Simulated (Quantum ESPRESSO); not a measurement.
# Sb in Quantum ESPRESSO: work function with PBE

Aim: the work function of Sb with PBE.

Program: Quantum ESPRESSO 7.5. These are calculated values, not measurements. Logs are shortened: lines on timing, memory, paths and dates and some standing lists are left out, and cuts for length are marked.

## Step 1: Starting point

The cell holds a sheet with vacuum, 2 atoms: a = 3.133 Å, b = 3.133 Å, c = 31.360 Å, α = 90.00°, β = 90.00°, γ = 90.00°.

The cell was built by a generator and needn't be a form met in nature.

## Step 2: Work function, PBE

The input, pw.in:

```
&CONTROL
  calculation = 'scf'
  prefix = 'pwscf'
  outdir = './tmp'
  pseudo_dir = './pseudo'
  tprnfor = .true.
  disk_io = 'low'
/
&SYSTEM
  ibrav = 0
  celldm(1) = 8
  nat = 2
  ntyp = 1
  ecutwfc = 80
  nbnd = 22
  occupations = 'smearing'
  smearing = 'fd'
  degauss = 0.00367493
/
&ELECTRONS
  conv_thr = 2d-09
  electron_maxstep = 150
  mixing_beta = 0.3
  mixing_mode = 'local-TF'
/
ATOMIC_SPECIES
Sb   121.7600 Sb.upf
CELL_PARAMETERS alat
  0.7401443069169   0.0000000000000   0.0000000000000
  0.0000000000000   0.7401443069169   0.0000000000000
  0.0000000000000   0.0000000000000   7.4077264085330
ATOMIC_POSITIONS crystal
Sb     0.0000000000    0.0000000000    0.2420100000
Sb     0.0000000000    0.0000000000    0.3319700000
K_POINTS automatic
9 9 1 0 0 0
```

The input, pp_density.in:

```
&INPUTPP
  prefix = 'pwscf'
  outdir = './tmp'
  filplot = 'density.dat'
  plot_num = 0
/
&PLOT
  nfile = 1
  filepp(1) = 'density.dat'
  iflag = 3
  output_format = 6
  fileout = 'density.cube'
/
```

The input, pp_potential.in:

```
&INPUTPP
  prefix = 'pwscf'
  outdir = './tmp'
  filplot = 'potential.dat'
  plot_num = 11
/
&PLOT
  nfile = 1
  filepp(1) = 'potential.dat'
  iflag = 3
  output_format = 6
  fileout = 'potential.cube'
/
```

The input, pp_elf.in:

```
&INPUTPP
  prefix = 'pwscf'
  outdir = './tmp'
  filplot = 'elf.dat'
  plot_num = 8
/
&PLOT
  nfile = 1
  filepp(1) = 'elf.dat'
  iflag = 3
  output_format = 6
  fileout = 'elf.cube'
/
```

Potentials or basis: PseudoDojo 0.4.1 SR PBE standard.

Started as:

```console
> OMP_NUM_THREADS=1 pw.x -in pw.in > pw.out
> OMP_NUM_THREADS=1 pp.x -in pp_density.in > pp_density.out
> OMP_NUM_THREADS=1 pp.x -in pp_potential.in > pp_potential.out
> OMP_NUM_THREADS=1 pp.x -in pp_elf.in > pp_elf.out
```

pw.out:

```text
This program is part of the open-source Quantum ESPRESSO suite
     for quantum simulation of materials; please cite
[... 9 lines left out ...]
     --------------------
     sticks:   dense  smooth     PW     G-vecs:    dense   smooth      PW
     Sum         885     885    261               200789   200789   30993

     Using Slab Decomposition

     bravais-lattice index     =            0
     lattice parameter (alat)  =       8.0000  a.u.
     unit-cell volume          =    2077.7233 (a.u.)^3
     number of atoms/cell      =            2
     number of atomic types    =            1
     number of electrons       =        30.00
     number of Kohn-Sham states=           22
     kinetic-energy cutoff     =      80.0000  Ry
     charge density cutoff     =     320.0000  Ry
     scf convergence threshold =      2.0E-09
     mixing beta               =       0.3000
     number of iterations used =            8  local-TF  mixing
     Exchange-correlation= PBE
                           (   1   4   3   4   0   0   0)

     celldm(1)=   8.000000  celldm(2)=   0.000000  celldm(3)=   0.000000
     celldm(4)=   0.000000  celldm(5)=   0.000000  celldm(6)=   0.000000

     crystal axes: (cart. coord. in units of alat)
               a(1) = (   0.740144   0.000000   0.000000 )
               a(2) = (   0.000000   0.740144   0.000000 )
               a(3) = (   0.000000   0.000000   7.407726 )

     reciprocal axes: (cart. coord. in units 2 pi/alat)
               b(1) = (  1.351088  0.000000  0.000000 )
               b(2) = (  0.000000  1.351088  0.000000 )
               b(3) = (  0.000000  0.000000  0.134994 )

     PseudoPot. # 1 for Sb read from file:
     Sb.upf
     Pseudo is Norm-conserving + core correction, Zval = 15.0
     Generated using ONCVPSP code by D. R. Hamann
     Using radial grid of 1434 points,  6 beta functions with:
                l(1) =   0
                l(2) =   0
                l(3) =   1
                l(4) =   1
                l(5) =   2
                l(6) =   2

     atomic species   valence    mass     pseudopotential
     Sb               15.00   121.76000     Sb( 1.00)

      8 Sym. Ops. (no inversion) found

   Cartesian axes

     site n.     atom                  positions (alat units)
         1        Sb     tau(   1) = (   0.0000000   0.0000000   1.7927439  )
         2        Sb     tau(   2) = (   0.0000000   0.0000000   2.4591429  )

     number of k points=    15  Fermi-Dirac smearing, width (Ry)=  0.0037
                       cart. coord. in units 2pi/alat
        k(    1) = (   0.0000000   0.0000000   0.0000000), wk =   0.0246914
        k(    2) = (   0.0000000   0.1501209   0.0000000), wk =   0.0987654
        k(    3) = (   0.0000000   0.3002418   0.0000000), wk =   0.0987654
        k(    4) = (   0.0000000   0.4503626   0.0000000), wk =   0.0987654
        k(    5) = (   0.0000000   0.6004835   0.0000000), wk =   0.0987654
        k(    6) = (   0.1501209   0.1501209   0.0000000), wk =   0.0987654
        k(    7) = (   0.1501209   0.3002418   0.0000000), wk =   0.1975309
        k(    8) = (   0.1501209   0.4503626   0.0000000), wk =   0.1975309
        k(    9) = (   0.1501209   0.6004835   0.0000000), wk =   0.1975309
        k(   10) = (   0.3002418   0.3002418   0.0000000), wk =   0.0987654
        k(   11) = (   0.3002418   0.4503626   0.0000000), wk =   0.1975309
        k(   12) = (   0.3002418   0.6004835   0.0000000), wk =   0.1975309
        k(   13) = (   0.4503626   0.4503626   0.0000000), wk =   0.0987654
        k(   14) = (   0.4503626   0.6004835   0.0000000), wk =   0.1975309
        k(   15) = (   0.6004835   0.6004835   0.0000000), wk =   0.0987654

     Dense  grid:   200789 G-vectors     FFT dimensions: (  36,  36, 360)

     Initial potential from superposition of free atoms

     starting charge      29.9989, renormalised to      30.0000

     negative rho (up, down):  1.852E-05 0.000E+00
     Starting wfcs are   18 randomized atomic wfcs +    4 random wfcs

     Self-consistent Calculation

     iteration #  1     ecut=    80.00 Ry     beta= 0.30
     Davidson diagonalization with overlap
     ethr =  1.00E-02,  avg # of iterations =  7.9

     Threshold (ethr) on eigenvalues was too large:
     Diagonalizing with lowered threshold

     Davidson diagonalization with overlap
     ethr =  5.12E-05,  avg # of iterations = 10.5

     total energy              =    -363.79802887 Ry
     estimated scf accuracy    <       0.01544532 Ry

     iteration #  2     ecut=    80.00 Ry     beta= 0.30
     Davidson diagonalization with overlap
     ethr =  5.15E-05,  avg # of iterations =  2.4

     negative rho (up, down):  1.689E-06 0.000E+00

     total energy              =    -363.79522908 Ry
     estimated scf accuracy    <       0.01076279 Ry

     iteration #  3     ecut=    80.00 Ry     beta= 0.30
     Davidson diagonalization with overlap
     ethr =  3.59E-05,  avg # of iterations =  5.4

     total energy              =    -363.79588085 Ry
     estimated scf accuracy    <       0.00115753 Ry

     iteration #  4     ecut=    80.00 Ry     beta= 0.30
     Davidson diagonalization with overlap
     ethr =  3.86E-06,  avg # of iterations =  7.7

     total energy              =    -363.79570038 Ry
     estimated scf accuracy    <       0.00064269 Ry

     iteration #  5     ecut=    80.00 Ry     beta= 0.30
     Davidson diagonalization with overlap
     ethr =  2.14E-06,  avg # of iterations =  5.7

     negative rho (up, down):  4.448E-05 0.000E+00

     total energy              =    -363.79576565 Ry
     estimated scf accuracy    <       0.00035166 Ry

     iteration #  6     ecut=    80.00 Ry     beta= 0.30
     Davidson diagonalization with overlap
     ethr =  1.17E-06,  avg # of iterations =  7.7

     negative rho (up, down):  2.619E-03 0.000E+00

     total energy              =    -363.79579128 Ry
     estimated scf accuracy    <       0.00021706 Ry

     iteration #  7     ecut=    80.00 Ry     beta= 0.30
     Davidson diagonalization with overlap
     ethr =  7.24E-07,  avg # of iterations =  5.5

     negative rho (up, down):  2.462E-03 0.000E+00

     total energy              =    -363.79576748 Ry
     estimated scf accuracy    <       0.00015359 Ry

     iteration #  8     ecut=    80.00 Ry     beta= 0.30
     Davidson diagonalization with overlap
     ethr =  5.12E-07,  avg # of iterations =  5.8

     negative rho (up, down):  4.591E-03 0.000E+00

     total energy              =    -363.79579626 Ry
     estimated scf accuracy    <       0.00010151 Ry

     iteration #  9     ecut=    80.00 Ry     beta= 0.30
     Davidson diagonalization with overlap
     c_bands:  1 eigenvalues not converged
     ethr =  3.38E-07,  avg # of iterations =  6.9

     negative rho (up, down):  1.962E-03 0.000E+00

     total energy              =    -363.79574165 Ry
     estimated scf accuracy    <       0.00005589 Ry

     iteration # 10     ecut=    80.00 Ry     beta= 0.30
     Davidson diagonalization with overlap
     ethr =  1.86E-07,  avg # of iterations =  8.7

     negative rho (up, down):  2.030E-03 0.000E+00

     total energy              =    -363.79575101 Ry
     estimated scf accuracy    <       0.00000755 Ry

     iteration # 11     ecut=    80.00 Ry     beta= 0.30
     Davidson diagonalization with overlap
     ethr =  2.52E-08,  avg # of iterations =  3.1

     negative rho (up, down):  2.268E-04 0.000E+00

     total energy              =    -363.79575685 Ry
     estimated scf accuracy    <       0.00000456 Ry

     iteration # 12     ecut=    80.00 Ry     beta= 0.30
     Davidson diagonalization with overlap
     ethr =  1.52E-08,  avg # of iterations =  7.7

     negative rho (up, down):  1.596E-04 0.000E+00

     total energy              =    -363.79575552 Ry
     estimated scf accuracy    <       0.00000012 Ry

     iteration # 13     ecut=    80.00 Ry     beta= 0.30
     Davidson diagonalization with overlap
     ethr =  4.12E-10,  avg # of iterations =  4.3

     negative rho (up, down):  5.647E-05 0.000E+00

     total energy              =    -363.79575555 Ry
     estimated scf accuracy    <       0.00000005 Ry

     iteration # 14     ecut=    80.00 Ry     beta= 0.30
     Davidson diagonalization with overlap
     ethr =  1.56E-10,  avg # of iterations =  5.4

     negative rho (up, down):  1.755E-05 0.000E+00

     total energy              =    -363.79575542 Ry
     estimated scf accuracy    <          8.5E-09 Ry

     iteration # 15     ecut=    80.00 Ry     beta= 0.30
     Davidson diagonalization with overlap
     ethr =  2.82E-11,  avg # of iterations =  4.9

     End of self-consistent calculation

          k = 0.0000 0.0000 0.0000 ( 25101 PWs)   bands (ev):

   -30.2312 -30.2180 -30.2089 -30.0968 -30.0968 -30.0613 -30.0557 -30.0350
   -30.0344 -30.0344 -13.2320 -11.2435  -5.1451  -0.9135   2.1978   2.1978
     2.2382   2.6867   2.7520   3.2548   3.4560   3.7961

          k = 0.0000 0.1501 0.0000 ( 25139 PWs)   bands (ev):

   -30.2286 -30.2034 -30.1969 -30.1026 -30.0963 -30.0661 -30.0603 -30.0391
   -30.0340 -30.0295 -13.0605 -11.0690  -4.9806  -0.7369   0.3984   2.0667
     2.3639   2.4217   2.8775   2.9406   3.4441   3.6430

          k = 0.0000 0.3002 0.0000 ( 25135 PWs)   bands (ev):

   -30.2261 -30.1697 -30.1624 -30.1172 -30.0952 -30.0780 -30.0720 -30.0511
   -30.0331 -30.0121 -12.5607 -10.5567  -4.5192  -2.2354  -0.5939  -0.1953
     2.8291   2.9580   3.4330   3.5048   3.9999   4.1959

          k = 0.0000 0.4504 0.0000 ( 25157 PWs)   bands (ev):

   -30.2239 -30.1452 -30.1340 -30.1147 -30.0939 -30.0915 -30.0851 -30.0646
   -30.0320 -29.9856 -11.8065  -9.7662  -4.6242  -3.7591  -2.9256   0.5756
     3.4700   3.5022   4.2782   4.3286   4.4939   4.8930

          k = 0.0000 0.6005 0.0000 ( 25136 PWs)   bands (ev):

   -30.2226 -30.1448 -30.1329 -30.1003 -30.0937 -30.0929 -30.0836 -30.0735
   -30.0313 -29.9644 -11.0829  -8.9695  -6.1025  -4.5283  -3.2111   1.3687
     2.5329   3.9959   4.9101   5.2916   5.7773   5.8623

          k = 0.1501 0.1501 0.0000 ( 25154 PWs)   bands (ev):

   -30.2221 -30.1928 -30.1841 -30.1023 -30.1019 -30.0709 -30.0651 -30.0389
   -30.0386 -30.0246 -12.8889 -10.8945  -4.8163  -0.5603   0.4611   0.6738
     2.0529   2.4349   2.6055   3.0715   3.1292   3.6352

          k = 0.1501 0.3002 0.0000 ( 25176 PWs)   bands (ev):

   -30.2160 -30.1552 -30.1550 -30.1167 -30.1009 -30.0831 -30.0770 -30.0507
   -30.0378 -30.0091 -12.3891 -10.3818  -4.3558  -2.0722  -0.4347  -0.0208
     1.0507   2.7558   3.1419   3.6263   3.6936   4.1911

          k = 0.1501 0.4504 0.0000 ( 25146 PWs)   bands (ev):

   -30.2129 -30.1334 -30.1287 -30.1085 -30.0993 -30.0970 -30.0905 -30.0642
   -30.0367 -29.9843 -11.6345  -9.5906  -4.4603  -3.5965  -2.7620   0.7489
     1.7311   3.4485   3.6850   4.4591   4.5244   4.6796

          k = 0.1501 0.6005 0.0000 ( 25112 PWs)   bands (ev):

   -30.2113 -30.1442 -30.1157 -30.1061 -30.0993 -30.0987 -30.0772 -30.0730
   -30.0360 -29.9639 -10.9101  -8.7921  -5.9385  -4.3652  -3.0515   1.5359
     2.3338   2.7109   4.0802   5.0983   5.4753   5.9661

          k = 0.3002 0.3002 0.0000 ( 25140 PWs)   bands (ev):

   -30.1994 -30.1284 -30.1203 -30.1159 -30.1143 -30.0962 -30.0897 -30.0499
   -30.0493 -29.9990 -11.8887  -9.8678  -3.8985  -1.7882  -1.3803  -0.2293
     0.2828   0.6223   3.6734   4.1811   4.2576   4.7473

          k = 0.3002 0.4504 0.0000 ( 25104 PWs)   bands (ev):

   -30.1906 -30.1319 -30.1141 -30.1109 -30.1040 -30.0880 -30.0862 -30.0630
   -30.0484 -29.9801 -11.1324  -9.0728  -3.9953  -3.1480  -2.3036  -0.8658
     0.7773   1.3385   4.1766   4.9870   5.0758   5.2337

          k = 0.3002 0.6005 0.0000 ( 25089 PWs)   bands (ev):

   -30.1872 -30.1426 -30.1206 -30.1133 -30.1129 -30.0726 -30.0717 -30.0569
   -30.0476 -29.9621 -10.4040  -8.2663  -5.4733  -3.9039  -2.6146  -0.2397
     1.3636   2.1708   3.2042   5.1152   5.5512   6.0543

          k = 0.4504 0.4504 0.0000 ( 25040 PWs)   bands (ev):

   -30.1745 -30.1306 -30.1299 -30.1267 -30.1193 -30.0620 -30.0616 -30.0519
   -30.0460 -29.9707 -10.3700  -8.2668  -3.4262  -3.2452  -2.3074  -1.8980
    -1.2650   2.0689   4.3518   4.7135   5.8863   5.9174

          k = 0.4504 0.6005 0.0000 ( 25004 PWs)   bands (ev):

   -30.1676 -30.1408 -30.1371 -30.1293 -30.1290 -30.0704 -30.0609 -30.0257
   -30.0246 -29.9585  -9.6290  -7.4359  -4.8125  -3.2545  -2.7497  -1.7848
    -0.9563   2.8579   3.0506   4.0191   4.7545   6.2014

          k = 0.6005 0.6005 0.0000 ( 24984 PWs)   bands (ev):

   -30.1586 -30.1479 -30.1396 -30.1396 -30.1395 -30.0696 -30.0695 -30.0015
   -29.9966 -29.9528  -8.8618  -6.5483  -4.2769  -4.1959  -2.7661  -2.5905
    -1.3271   1.7758   3.4949   3.6356   4.8552   5.1305

     the Fermi energy is    -0.9482 ev

!    total energy              =    -363.79575556 Ry
     estimated scf accuracy    <          1.6E-09 Ry
     smearing contrib. (-TS)   =      -0.00091760 Ry
     internal energy E=F+TS    =    -363.79483796 Ry

     The total energy is F=E-TS. E is the sum of the following terms:
     one-electron contribution =   -2365.49344541 Ry
     hartree contribution      =    1186.10297254 Ry
     xc contribution           =     -90.93090561 Ry
     ewald contribution        =     906.52654052 Ry

     convergence has been achieved in  15 iterations

     Forces acting on atoms (cartesian axes, Ry/au):

     atom    1 type  1   force =     0.00000000    0.00000000   -0.00210885
     atom    2 type  1   force =     0.00000000    0.00000000    0.00210885

     Total force =     0.002982     Total SCF correction =     0.000026

=------------------------------------------------------------------------------=
   JOB DONE.
=------------------------------------------------------------------------------=
```

Wall time 5.1 min (1 thread of AMD EPYC (Zen 3), shared host); peak memory 0.43 GiB.

Results:

```yaml
Free_energy: -4949.6934 eV
Largest_force: 0.054 eV/Å
Band_gap_on_the_k_mesh: none (metal or under the smearing width)
Work_function_of_the_upper_face: 3.71 eV
Work_function_of_the_lower_face: 3.71 eV
```

Forces on the atoms (eV/Å):
```
Sb   0.000  0.000 -0.054
Sb   0.000  0.000  0.054
```

The run has no spin-orbit coupling, so splittings on Sb are missing.
